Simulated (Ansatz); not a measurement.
# Cu: a surface, (100), 5 layers

What do the surfaces of Cu (100), 5 layers cost, and how tightly do they hold an electron? Methods of the runs shown: PAW. Its runs: bulk cell relaxed (PAW); bulk in the slab's orientation (PAW); the reference run (PAW); atoms relaxed (PAW); no images along the normal (PAW); vacuum of 13 Å (PAW); core holes in 2p of Cu (PAW); Zn in place of Cu in the outer layer (PAW); Zn in place of Cu in the middle layer (PAW).

Program: Ansatz 0.2.0. Level of theory: DFT, LDA, PAW with Ansatz's default frozen-core files, scalar-relativistic. These are calculated values, not measurements.

1 further run of the same task is left out (it didn't finish).

## 1. The structure to begin with

The structure is cubic, space group Fm-3m (No. 225). The conventional cell has a = 3.615 Å, b = 3.615 Å, c = 3.615 Å, α = 90.00°, β = 90.00°, γ = 90.00°. Around Cu (site symmetry m-3m) lie 12 Cu at 2.56 Å.

As a file:

```cif
data_structure
_symmetry_space_group_name_H-M 'P 1'
_symmetry_Int_Tables_number 1
_cell_length_a 2.5562
_cell_length_b 2.5562
_cell_length_c 2.5562
_cell_angle_alpha 60.000
_cell_angle_beta 60.000
_cell_angle_gamma 60.000
_cell_volume 11.81
loop_
_atom_site_label
_atom_site_type_symbol
_atom_site_fract_x
_atom_site_fract_y
_atom_site_fract_z
_atom_site_occupancy
Cu1 Cu 0.00000 0.00000 0.00000 1
```

## 2. Bulk cell relaxed, PAW

Input file input.yaml:

```yaml
crystal:
  lattice:
    - [0.0, 1.8074791684, 1.8074791684]
    - [1.8074791684, 0.0, 1.8074791684]
    - [1.8074791684, 1.8074791684, 0.0]
  atoms:
    - { symbol: Cu, position: [0.0, 0.0, 0.0] }
kpoints:
  mp_grid: { grid: [21, 21, 21] }
scf:
  occupations: { method: fermi_dirac, width: 0.1 }
hamiltonian:
  xc: lda
  pseudopotentials: { kind: paw }
output:
  forces: true
  stress: true
relax:
  f_tol: 0.005
  max_steps: 40
  cell: {}
```

The run is started by

```console
ansatz run input.yaml --threads 2 --pin off --max-ram 4096MiB --backend cpu --events-out ev --progress --plain --runs-dir out
```

The runs that follow: Bulk in the slab's orientation, PAW; Slab as cut, PAW; Atoms relaxed, PAW; No images along the normal, PAW; Vacuum of 13 Å, PAW; Core holes in 2p of Cu, PAW; Zn in place of Cu in the outer layer, PAW; Zn in place of Cu in the middle layer, PAW.

What does the calculation give? Wanted: surface energy; work function; outer layer spacing; surface core-level shift by Z+1; core-level shifts among the layers.

**Answer**, as computed:

| quantity | value |
| --- | --- |
| surface energy (PAW, relaxed) | 2.02 J/m² |
| work function (PAW, relaxed) | 4.88 eV |
| outer layer spacing (PAW) | 1.76 → 1.70 Å |
| surface core-level shift by Z+1 (PAW) | -0.23 eV |
| core-level shifts among the layers (PAW holes) | Cu1 +0.00, Cu2 +0.27, Cu3 +0.28 eV |

**Reading.** By PAW the surface costs 2.04 J/m² as cut and 2.02 J/m² relaxed. The outermost spacing changes by -3.2 % (PAW). Vacuum of 13 Å moves the work function by less than 0.01 eV (PAW). Putting the next element in the outer rather than the middle layer costs -0.23 eV (PAW); in the Z+1 picture that is the binding energy at the surface less that inside. Thickness wasn't converged, and no reconstruction was sought. The program warned that the vacuum holds more density than its bound, so energies and levels may be slightly off.
